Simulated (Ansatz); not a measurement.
# GeP₂H (quartet): wave-function methods side by side at a displaced geometry (v1), cc-pVDZ

How much of the correlation energy of GeP₂H (quartet) does each wave-function method recover here?

The runs use Ansatz 0.2.0, Gaussian basis; cc-pVDZ, core rule «outside noble gas», up to 24 orbitals frozen.

Plan: UHF; CCSD(T) on ROHF; CCSD(T) on UHF; BCCD(T) on ROHF; CISD; CCSDT(Q) on ROHF; CCSDT(Q) on UHF.

32 further runs of the same task are left out: 5 for a known fault of the program, 11 that didn't finish, 16 set aside as unsound or not needed.

### Step 1. What is computed

The geometry is a PBE0/def2-TZVP stationary point (not a proven minimum) with its atoms shifted at random (size 0.040 Å). No spin-orbit coupling is included. The filled d shell of Ge may be among the frozen orbitals whatever the setting's name suggests; the logs give the count.

4 atoms, charge 0, spin multiplicity 4.

Atoms are counted from 1 here; the program's logs count them from 0.

Bond lengths: Ge1–P2 2.256 Å, P2–P3 2.085 Å, P2–H4 1.417 Å. Angles: Ge1–P2–P3 139.2°, Ge1–P2–H4 118.0°, P3–P2–H4 102.8°.

### Step 2. UHF

The input, in.yaml:

```yaml
crystal:
  periodic: [false, false, false]
  atoms:
    - {symbol: Ge, position_ang: [-0.010162, -0.125145, 1.439336]}
    - {symbol: P, position_ang: [-0.010995, 0.535729, -0.718051]}
    - {symbol: P, position_ang: [0.036969, -0.304915, -2.625344]}
    - {symbol: H, position_ang: [-0.065808, 1.926066, -0.987996]}
basis:
  gaussian: {orbitals: cc-pVDZ}
magnetization: {spin_polarized: true, initial_magnetization: 3}
hamiltonian: {xc: hf}
output: {orbitals: {seedname: orbitals}}
```

The run is started by

```sh
$ ansatz run in.yaml --threads 1 --pin off --events-out ev --progress --plain --max-ram 2393MiB
```

Further steps of the session: CCSD(T) on ROHF; CCSD(T) on UHF; BCCD(T) on ROHF; CISD; CCSDT(Q) on ROHF; CCSDT(Q) on UHF.

Before running them: what should the planned runs give, taken together? Wanted: UCCSDT(Q) below the RHF energy; RMP2 from UCCSDT(Q); UMP2 from UCCSDT(Q); RCCSD from UCCSDT(Q); RCCSD(T) from UCCSDT(Q); UCCSD(T) from UCCSDT(Q); RCCSDT(Q) from UCCSDT(Q); T1 diagnostic.

As calculated:

| quantity | value |
| --- | --- |
| UCCSDT(Q) below the RHF energy | -8.9931 eV |
| RMP2 from UCCSDT(Q) | +161.7 kJ/mol |
| UMP2 from UCCSDT(Q) | +163.4 kJ/mol |
| RCCSD from UCCSDT(Q) | +45.0 kJ/mol |
| RCCSD(T) from UCCSDT(Q) | +9.4 kJ/mol |
| UCCSD(T) from UCCSDT(Q) | +9.0 kJ/mol |
| RCCSDT(Q) from UCCSDT(Q) | +0.6 kJ/mol |
| levels within 1 kcal/mol (43 meV) | RCCSDT, UCCSDT, RCCSDT(Q) |
| T1 diagnostic | 0.049 |

What this shows: RCCSD(T) misses by +9.4 kJ/mol, 1.1 % of the correlation energy. These misses are within one basis, not against nature; the frozen cores of restricted and unrestricted runs differ, which can shift their rows.
